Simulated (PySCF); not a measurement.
# C4H12Ti ([Ti(CH3)4]): the cost of one run

Computed with PySCF 2.14.0, with density-fitted response routines of our own, on a single molecule in the gas phase. Atoms count from 0, in the outputs and in this text.

### 1 Starting geometry

17 atoms, charge 0, multiplicity 1; geometry from: GFN2-xTB.

Bonds of the start (Å): C0–Ti1 2.07, Ti1–C2 2.07, Ti1–C3 2.07, Ti1–C4 2.07, C0–H5 1.10, C0–H6 1.10, C0–H7 1.10, C2–H8 1.10, C2–H9 1.10, C2–H10 1.10, C3–H11 1.10, C3–H12 1.10, C3–H13 1.10, C4–H14 1.10, C4–H15 1.10, C4–H16 1.10.

### 2 Geometry optimisation at PBE0-D3(BJ)/def2-SVP

The job: settings as JSON, then the geometry in Å.

```
{"job": {"xc": "PBE0", "basis": "def2-SVP", "d3": "d3bj", "grid": 1, "kind": "geom"}, "charge": 0, "multiplicity": 1}
C     -0.297900    -1.435570    -1.455100
Ti     0.003880     0.014950    -0.004290
C     -0.052720     1.898890    -0.870130
C     -1.495310    -0.144620     1.418570
C      1.843980    -0.303820     0.899390
H     -1.118130    -1.159870    -2.137650
H     -0.557860    -2.400290    -0.989560
H      0.609320    -1.588260    -2.062260
H      0.700610     2.567400    -0.422500
H     -1.038830     2.373520    -0.739420
H      0.150440     1.842690    -1.952140
H     -2.490560    -0.161140     0.944930
H     -1.385190    -1.072800     2.002730
H     -1.469480     0.702670     2.123200
H      2.084190    -1.379490     0.916480
H      2.658890     0.212860     0.366880
H      1.840690     0.056940     1.941050
```

The run is started by

```
$ OMP_NUM_THREADS=1 python probes_run.py task.json out
```

This one command runs all jobs of the session in turn.

Q: Estimate the wall time and peak memory of this first job on 1 thread of AMD EPYC 9R45, shared host.

About 34 s, with a peak of 0.6 GiB.
